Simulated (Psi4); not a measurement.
**InF (SMILES [F][In]) at MP2/def2-SV(P) (density fitting, core potential, density fitting for correlation, sweep point 1)**

Wanted: a geometry optimisation of InF. 

Program for the calculation: Psi4 1.11.

2 further runs of the same task are left out: 2 set aside as unsound or not needed.

## 1. The molecule

The species is InF (2 atoms), meant as a singlet with charge 0. SMILES: `[F][In]`. The shape is that of a PBE0-D4/def2-TZVP optimisation. The run starts from this shape.

Bond lengths: F1–In2 1.994 Å.

## 2. A structure relaxation at MP2/def2-SV(P) (density fitting, core potential, density fitting for correlation, sweep point 1)

Contents of calc.py:

```python
import psi4

psi4.set_memory(1600000000)
psi4.set_num_threads(1)
psi4.core.set_output_file('run.log', False)

geom = psi4.geometry("""
0 1
F      0.00000000     0.00000000     0.03006554
In     0.00000000     0.00000000     3.79755583
units au
symmetry c1
""")

options = {'puream': True, 'scf_type': 'df', 'num_frozen_docc': 5, 'g_convergence': 'gau_tight', 'geom_maxiter': 50}
psi4.set_options(options)

E, wfn = psi4.optimize("mp2/def2-SV(P)", molecule=geom, return_wfn=True)
print('E =', round(E, 9))
geom.save_xyz_file('final.xyz', False)
```

Launch:

```sh
python calc.py
```

run.log:

```text
[...]
    !!!  WARNING: ECP capability is in beta. Please check occupations closely.  !!!
[...]
  Running in c1 symmetry.
[...]
  Nuclear repulsion =   50.166021794843168
[...]
  Multiplicity = 1
[...]
  Nalpha       = 15
  Nbeta        = 15
[...]
    Number of basis functions: 40
[...]
   @DF-RHF iter   1:  -288.53427517742267   -1.58979e+00   1.16856e-02 DIIS/ADIIS
[...]
    !!!  WARNING: ECP capability is in beta. Please check occupations closely.  !!!
[...]
   @DF-RHF iter   9:  -288.61948990293592    1.13687e-13   1.27718e-11 DIIS
[...]
    Orbital Energies [Eh]
    ---------------------
    Doubly Occupied:
       1A    -26.162782     2A     -5.383503     3A     -3.639785
       4A     -3.639785     5A     -3.632350     6A     -1.413490
       7A     -1.027188     8A     -1.027188     9A     -1.020238
      10A     -1.020238    11A     -1.017089    12A     -0.567100
      13A     -0.528311    14A     -0.528311    15A     -0.347574
[...]
  @DF-RHF Final Energy:  -288.61948990293592
   => Energetics <=
    Nuclear Repulsion Energy =             50.2095263894893407
    One-Electron Energy =                -575.7481649308455189
    Two-Electron Energy =                 236.9191486384201824
    Total Energy =                       -288.6194899029359249
[...]
 Multipole Moments:
 ------------------------------------------------------------------------------------
     Multipole            Electronic (a.u.)      Nuclear  (a.u.)        Total (a.u.)
 ------------------------------------------------------------------------------------
 L = 1.  Multiply by 2.5417464519 to convert [e a0] to [Debye]
 Dipole X            :         -0.0000000            0.0000000           -0.0000000
 Dipole Y            :          0.0000000            0.0000000            0.0000000
 Dipole Z            :         19.0786827          -17.8556890            1.2229937
 Magnitude           :                                                    1.2229937
[...]
  -Total Gradient:
     Atom            X                  Y                   Z
    ------   -----------------  -----------------  -----------------
       1        0.000000000000    -0.000000000000    -0.000000980762
       2       -0.000000000000     0.000000000000     0.000000980761
[...]
    Final optimized geometry and variables:
    Molecular point group: c1
    Full point group: C_inf_v
    Geometry (in Bohr), charge = 0, multiplicity = 1:
    F            0.000000000000     0.000000000000    -3.230147769030
    IN           0.000000000000     0.000000000000     0.534078137700
[...]
```

On the terminal:

```text
Some dependencies such as QCElemental have not yet finished migration to pydantic v2. If issues are encountered please downgrade pydantic or upgrade QCElemental as appropriate
Optimizer: Optimization complete!
E = -288.874228639
```

Run time: 6 s. Hardware: 1 thread of Intel Xeon at 2.70GHz, shared host; peak memory 0.23 GiB.

The path in brief:

| step | energy from the first frame kept (eV) | largest force (eV/Å) |
| --- | --- | --- |
| 0 | 0.0000 | 0.0348 |
| 1 | 0.0000 | 0.0123 |
| 2 | 0.0000 | 0.0001 |

After the run. Bond lengths: F1–In2 1.992 Å.

## 3. Summary of results

At MP2/def2-SV(P) (density fitting, core potential, density fitting for correlation, sweep point 1), 5 core orbitals frozen:

| quantity | value |
| --- | --- |
| total energy at the end | -288.87423 Eh |
| correlation energy (5 core orbitals frozen) | -254.7 mEh |
| bond length | 1.992 Å |

What this shows: At the final geometry: Bond lengths: F1–In2 1.992 Å. The optimisation took 3 steps and changed the energy by -0.000 eV.
